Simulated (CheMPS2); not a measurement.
# DMRG/STO-6G run of H2Te (hydrogen telluride)

Aim: the energy change on altering one bond length of H2Te (hydrogen telluride) at DMRG/STO-6G, from 2 runs. 

Program for the calculation: CheMPS2 1.8.12.

4 further runs of the same task are left out: 3 that didn't finish, 1 set aside as unsound or not needed.

### Step 1. Starting point

H2Te has 3 atoms, charge 0, and is taken as a singlet. SMILES: `[TeH2]`. The coordinates come from a PBE0-D4/def2-TZVP relaxation.

Bond lengths: Te1–H2 1.656 Å, Te1–H3 1.656 Å. Angles: H2–Te1–H3 90.4°.

### Step 2. A single-point energy at DMRG/STO-6G

Contents of prepare.py:

```python
from pyscf import ao2mo, cc, dft, gto, mcscf, mp, scf
from pyscf.tools import fcidump

geom = """
Te     0.579000    -0.464000     0.259000
H      0.251700     1.159200     0.266100
H     -0.841600    -0.760100    -0.538300
"""
mol = gto.M(
    atom=geom,
    basis="sto-6g",
    verbose=3,
    max_memory=2000,
)
print("basis functions: %d" % (mol.nao))
mf = scf.RHF(mol)
mf.conv_tol = 1e-10
mf.max_cycle = 200
mf.kernel()
if not mf.converged:
    mf = mf.newton().run(mf.mo_coeff, mf.mo_occ)
print(f"SCF energy: {mf.e_tot:.10f}")
# MP2, CCSD and CCSD(T) with the same frozen core
ref = mf
pt = mp.MP2(ref, frozen=18).run()
mycc = cc.CCSD(ref, frozen=18)
mycc.max_cycle = 150
mycc.kernel()
print(f"E(MP2): {pt.e_tot:.10f}")
if mycc.converged:
    print("E(CCSD): %.10f" % (mycc.e_tot))
    print(f"E(CCSD(T)): {mycc.e_tot + mycc.ccsd_t():.10f}")
    print(f"T1 diagnostic: {mycc.get_t1_diagnostic():.4f}")
# a few density functionals on the same geometry and basis
ks = dft.RKS(mol, xc="revpbe").set(conv_tol=1e-9, verbose=3).run()
if ks.converged:
    print(f"E(revPBE): {ks.e_tot:.8f}")
ks = dft.RKS(mol, xc="lda,vwn5").set(conv_tol=1e-9, verbose=3).run()
if ks.converged:
    print(f"E(SVWN5): {ks.e_tot:.8f}")
ks = dft.RKS(mol, xc="tpss").set(conv_tol=1e-9, verbose=3).run()
if ks.converged:
    print("E(TPSS): %.8f" % (ks.e_tot))
ks = dft.RKS(mol, xc="m06l").set(conv_tol=1e-9, verbose=3).run()
if ks.converged:
    print(f"E(M06-L): {ks.e_tot:.8f}")
# rotate to MP2 natural orbitals
occ_no, mo = mcscf.addons.make_natural_orbitals(mp.MP2(mf, frozen=18).run())
mf.mo_coeff = mo
# write the integrals of the correlated orbitals
cas = mcscf.CASCI(mf, 11, 18)
h1, ecore = cas.get_h1eff()
fcidump.from_integrals("FCIDUMP", h1, cas.get_h2eff(), 11, 18, nuc=ecore, ms=0)
# exact diagonalisation in the same space
ci = mcscf.CASCI(mf, 11, (9, 9))
ci.fix_spin_(ss=0)
ci.fcisolver.conv_tol = 1e-10
ci.fcisolver.max_cycle = 200
ci.kernel()
print("FCI energy: %.10f" % (ci.e_tot))
```

Contents of chemps2.input:

```
FCIDUMP = FCIDUMP
GROUP = 0
MULTIPLICITY = 1
NELECTRONS = 18
IRREP = 0
EXCITATION = 0
SWEEP_STATES = 50, 75, 100, 100
SWEEP_ENERGY_CONV = 1e-04, 1e-04, 1e-04, 1e-06
SWEEP_MAX_SWEEPS = 2, 2, 2, 6
SWEEP_NOISE_PREFAC = 0.05, 0.05, 0.005, 0.0
SWEEP_DVDSON_RTOL = 1e-04, 1e-04, 1e-04, 1e-05
NOCC = 0
NACT = 11
NVIR = 0
MOLCAS_FIEDLER = FALSE
PRINT_CORR = TRUE
TMP_FOLDER = .
```

The run is started by

```sh
$ python prepare.py && chemps2 --file=chemps2.input
```

What it wrote:

```text
$ python prepare.py
basis functions: 29
converged SCF energy = -6581.87238664588
SCF energy: -6581.8723866459
E(RMP2) = -6581.89863584934  E_corr = -0.0262492034534216
E(SCS-RMP2) = -6581.90386921798  E_corr = -0.031482572093937
E(CCSD) = -6581.912337064478  E_corr = -0.03995041859499814
E(MP2): -6581.8986358493
E(CCSD): -6581.9123370645
CCSD(T) correction = -5.50379262903393e-05
E(CCSD(T)): -6581.9123921024
T1 diagnostic: 0.0034
converged SCF energy = -6583.84625161671
E(revPBE): -6583.84625162
converged SCF energy = -6578.0434743475
E(SVWN5): -6578.04347435
converged SCF energy = -6583.95307952617
E(TPSS): -6583.95307953
converged SCF energy = -6584.41830294832
E(M06-L): -6584.41830295
E(RMP2) = -6581.89863584934  E_corr = -0.0262492034534216
E(SCS-RMP2) = -6581.90386921798  E_corr = -0.031482572093937
CASCI E = -6581.91241909882  E(CI) = -107.170470427652  S^2 = 0.0000000
FCI energy: -6581.9124190988

$ chemps2 --file=chemps2.input

Running chemps2 version 1.8.12 () with the following options:

[... 51 lines left out ...]
***     Maximum discarded weight = 0
[... 23 lines left out ...]
***     Maximum discarded weight = 0
[... 7 lines left out ...]
***     Maximum discarded weight = 0
[... 6 lines left out ...]
***     Maximum discarded weight = 0
[... 13 lines left out ...]
***     Minimum energy           = -6581.912419096
[... 6 lines left out ...]
***     Minimum energy           = -6581.912419096
[... 8 lines left out ...]
***     Maximum discarded weight during the last sweep     = 0
[... 6 lines left out ...]
***     Maximum discarded weight = 0
[... 6 lines left out ...]
***     Maximum discarded weight = 0
[... 13 lines left out ...]
***     Minimum energy           = -6581.91241909881
[... 6 lines left out ...]
***     Minimum energy           = -6581.91241909881
[... 8 lines left out ...]
***     Maximum discarded weight during the last sweep     = 0
[... 77 lines left out ...]
--------------------------------------------------------
Singlet diradical correlation function = < d_i,up d_j,down > + < d_i,down d_j,up > - < d_i,up > * < d_j,down > - < d_i,down > * < d_j,up >
Hamiltonian index order is used!

   Columns 1 to 8

   -0.000000    0.000000    0.000000    0.000000    0.000000    0.000000    0.000000    0.000000
    0.000000   -0.000000    0.000000    0.000000    0.000001    0.000000    0.000000    0.000001
    0.000000    0.000000   -0.000000    0.000000    0.000000    0.000002    0.000000    0.000000
[... 7 lines of this table left out ...]
    0.000000    0.000002    0.000001    0.000005    0.000007    0.000002    0.000376    0.006968

   Columns 9 to 11

    0.000000    0.000000    0.000000
    0.000001    0.000002    0.000002
    0.000000    0.000002    0.000001
[... 7 lines of this table left out ...]
    0.007579    0.014610   -0.000115

--------------------------------------------------------
Two-orbital mutual information = 0.5 * ( s1(i) + s1(j) - s2(i,j) ) * ( 1 - delta(i,j) )
Hamiltonian index order is used!

   Columns 1 to 8

    0           0.000000    0.000002    0.000000    0.000000    0.000005    0.000000    0.000001
    0.000000    0           0.000000    0.000000    0.000007    0.000002    0.000001    0.000012
    0.000002    0.000000    0           0.000001    0.000001    0.000016    0.000003    0.000002
[... 7 lines of this table left out ...]
    0.000005    0.000015    0.000006    0.000018    0.000017    0.004778    0.003256    0.053818

   Columns 9 to 11

    0.000001    0.000001    0.000005
    0.000004    0.000006    0.000015
    0.000003    0.000012    0.000006
[... 7 lines of this table left out ...]
    0.055736    0.052136    0

--------------------------------------------------------
```

Run time: 9.1 s. Hardware: 1 thread of Arm Neoverse V2, shared host; peak memory 0.2 GiB.

### Step 3. The distorted shape: a single-point energy at DMRG/STO-6G

Contents of integrals.py:

```python
from pyscf import ao2mo, cc, dft, gto, mcscf, mp, scf
from pyscf.tools import fcidump

mol = gto.M(atom="""
Te     1.40339566    -2.41048551     0.48273054
H      0.47564407     2.19057052     0.50285612
H     -1.28114927    -2.97003342    -1.02394810
""", basis="sto-6g", unit="bohr", charge=0, verbose=3)
print("nao: %d" % (mol.nao))
mf = scf.RHF(mol)
mf.conv_tol = 1e-10
mf.max_cycle = 200
mf.kernel()
if not mf.converged:
    mf = mf.newton().run(mf.mo_coeff, mf.mo_occ)
print("E(HF): %.10f" % (mf.e_tot))
# single-reference ladder for comparison
ref = mf
pt = mp.MP2(ref, frozen=18).run()
mycc = cc.CCSD(ref, frozen=18)
mycc.max_cycle = 150
mycc.kernel()
print("E(MP2): %.10f" % (pt.e_tot))
if mycc.converged:
    print("CCSD total energy: %.10f" % (mycc.e_tot))
    print(f"E(CCSD(T)): {mycc.e_tot + mycc.ccsd_t():.10f}")
    print("T1: %.4f" % (mycc.get_t1_diagnostic()))
# a few density functionals on the same geometry and basis
ks = dft.RKS(mol, xc="revpbe").set(conv_tol=1e-9, verbose=3).run()
if ks.converged:
    print("E(revPBE): %.8f" % (ks.e_tot))
ks = dft.RKS(mol, xc="lda,vwn5").set(conv_tol=1e-9, verbose=3).run()
if ks.converged:
    print(f"E(SVWN5): {ks.e_tot:.8f}")
ks = dft.RKS(mol, xc="tpss").set(conv_tol=1e-9, verbose=3).run()
if ks.converged:
    print(f"E(TPSS): {ks.e_tot:.8f}")
ks = dft.RKS(mol, xc="m06l").set(conv_tol=1e-9, verbose=3).run()
if ks.converged:
    print(f"E(M06-L): {ks.e_tot:.8f}")
# write the integrals of the correlated orbitals
cas = mcscf.CASCI(mf, 11, 18)
h1, ecore = cas.get_h1eff()
fcidump.from_integrals("FCIDUMP", h1, cas.get_h2eff(), 11, 18, nuc=ecore, ms=0)
# FCI check
ci = mcscf.CASCI(mf, 11, (9, 9))
ci.fix_spin_(ss=0)
ci.fcisolver.conv_tol = 1e-10
ci.fcisolver.max_cycle = 200
ci.kernel()
print("FCI energy: %.10f" % (ci.e_tot))
```

Contents of dmrg.input:

```
FCIDUMP = FCIDUMP
GROUP = 0
MULTIPLICITY = 1
NELECTRONS = 18
IRREP = 0
EXCITATION = 0
SWEEP_STATES = 50, 100, 100
SWEEP_ENERGY_CONV = 1e-04, 1e-04, 1e-06
SWEEP_MAX_SWEEPS = 4, 2, 6
SWEEP_NOISE_PREFAC = 0.05, 0.005, 0.0
SWEEP_DVDSON_RTOL = 3e-05, 3e-05, 3e-06
NOCC = 0
NACT = 11
NVIR = 0
MOLCAS_FIEDLER = TRUE
PRINT_CORR = TRUE
TMP_FOLDER = .
```

The run is started by

```sh
$ python integrals.py && chemps2 --file=dmrg.input
```

What it wrote:

```text
$ python integrals.py
nao: 29
converged SCF energy = -6581.72771640251
E(HF): -6581.7277164025
E(RMP2) = -6581.77935755581  E_corr = -0.0516411533057763
E(SCS-RMP2) = -6581.78955832435  E_corr = -0.0618419218400227
E(CCSD) = -6581.820589617673  E_corr = -0.09287321516501991
E(MP2): -6581.7793575558
CCSD total energy: -6581.8205896177
CCSD(T) correction = -0.000111856135061481
E(CCSD(T)): -6581.8207014738
T1: 0.0116
converged SCF energy = -6583.7467853387
E(revPBE): -6583.74678534
converged SCF energy = -6577.93736120821
E(SVWN5): -6577.93736121
converged SCF energy = -6583.84540600926
E(TPSS): -6583.84540601
converged SCF energy = -6584.30738258251
E(M06-L): -6584.30738258
CASCI E = -6581.82070124262  E(CI) = -105.329213969596  S^2 = 0.0000000
FCI energy: -6581.8207012426

$ chemps2 --file=dmrg.input

Running chemps2 version 1.8.12 () with the following options:

   FCIDUMP            = FCIDUMP
   GROUP              = c1
   MULTIPLICITY       = 1
   NELECTRONS         = 18
   IRREP              = A
   EXCITATION         = 0
   SWEEP_STATES       = [ 50 ; 100 ; 100 ]
   SWEEP_ENERGY_CONV  = [ 0.0001 ; 0.0001 ; 1e-06 ]
   SWEEP_MAX_SWEEPS   = [ 4 ; 2 ; 6 ]
   SWEEP_NOISE_PREFAC = [ 0.05 ; 0.005 ; 0 ]
   SWEEP_DVDSON_RTOL  = [ 3e-05 ; 3e-05 ; 3e-06 ]
   NOCC               = [ 0 ]
   NACT               = [ 11 ]
[... 40 lines left out ...]
***     Minimum energy           = -6581.81196978154
[... 23 lines left out ...]
***     Minimum energy           = -6581.82070106907
[... 7 lines left out ...]
***     Minimum energy           = -6581.82070124259
[... 6 lines left out ...]
***     Minimum energy           = -6581.82070124259
[... 8 lines left out ...]
***     Maximum discarded weight during the last sweep     = 0
[... 6 lines left out ...]
***     Maximum discarded weight = 0
[... 6 lines left out ...]
***     Maximum discarded weight = 0
[... 13 lines left out ...]
***     Minimum energy           = -6581.82070124262
[... 6 lines left out ...]
***     Minimum energy           = -6581.82070124262
[... 8 lines left out ...]
***     Maximum discarded weight during the last sweep     = 0
[... 77 lines left out ...]
--------------------------------------------------------
Singlet diradical correlation function = < d_i,up d_j,down > + < d_i,down d_j,up > - < d_i,up > * < d_j,down > - < d_i,down > * < d_j,up >
Hamiltonian index order is used!

   Columns 1 to 8

   -0.000000    0.000000    0.000000    0.000000    0.000001    0.000017    0.000022    0.000002
    0.000000   -0.000000    0.000000    0.000000    0.000000    0.000003    0.000002    0.000002
    0.000000    0.000000   -0.000000    0.000000    0.000000    0.000000    0.000000    0.000000
[... 7 lines of this table left out ...]
    0.000004    0.000006    0.000000    0.000000    0.000001    0.000925    0.000337    0.002413

   Columns 9 to 11

    0.000000    0.000005    0.000004
    0.000000    0.000004    0.000006
    0.000001    0.000001    0.000000
[... 7 lines of this table left out ...]
    0.000001    0.003379   -0.000010

--------------------------------------------------------
Two-orbital mutual information = 0.5 * ( s1(i) + s1(j) - s2(i,j) ) * ( 1 - delta(i,j) )
Hamiltonian index order is used!

   Columns 1 to 8

    0           0.000004    0.000000    0.000000    0.000012    0.000109    0.000095    0.000006
    0.000004    0           0.000000    0.000000    0.000002    0.000009    0.000006    0.000010
    0.000000    0.000000    0           0.000003    0.000000    0.000001    0.000002    0.000001
[... 7 lines of this table left out ...]
    0.000099    0.000025    0.000004    0.000006    0.000029    0.030636    0.043749    0.007869

   Columns 9 to 11

    0.000005    0.000014    0.000099
    0.000002    0.000018    0.000025
    0.000009    0.000003    0.000004
[... 7 lines of this table left out ...]
    0.002942    0.013091    0

--------------------------------------------------------
```

It took 11 s on 1 thread of Arm Neoverse V2, shared host; peak memory 0.2 GiB.

### Step 4. Results

Level: DMRG/STO-6G, 18 core orbitals frozen.

| quantity | value |
| --- | --- |
| run 1, DMRG/STO-6G: total energy | -6581.91242 Eh |
| run 1, DMRG/STO-6G: T1 diagnostic of the CCSD step | 0.003 |
| distorted shape: total energy | -6581.82070 Eh |
| distorted shape: T1 diagnostic of the CCSD step | 0.012 |
| energy change with the Te1–H2 bond stretched from 1.656 to 2.484 Å | 2.496 eV |

**Reading.** With the Te1–H2 bond stretched from 1.656 to 2.484 Å the energy rises by 2.50 eV (241 kJ/mol). The first shape isn't relaxed at this level, so the change isn't measured from a minimum. The minimal basis adds a large error of its own. Relativity is left out (run 1, DMRG/STO-6G) although the molecule holds a heavy atom. Relativity is left out (distorted shape) although the molecule holds a heavy atom.
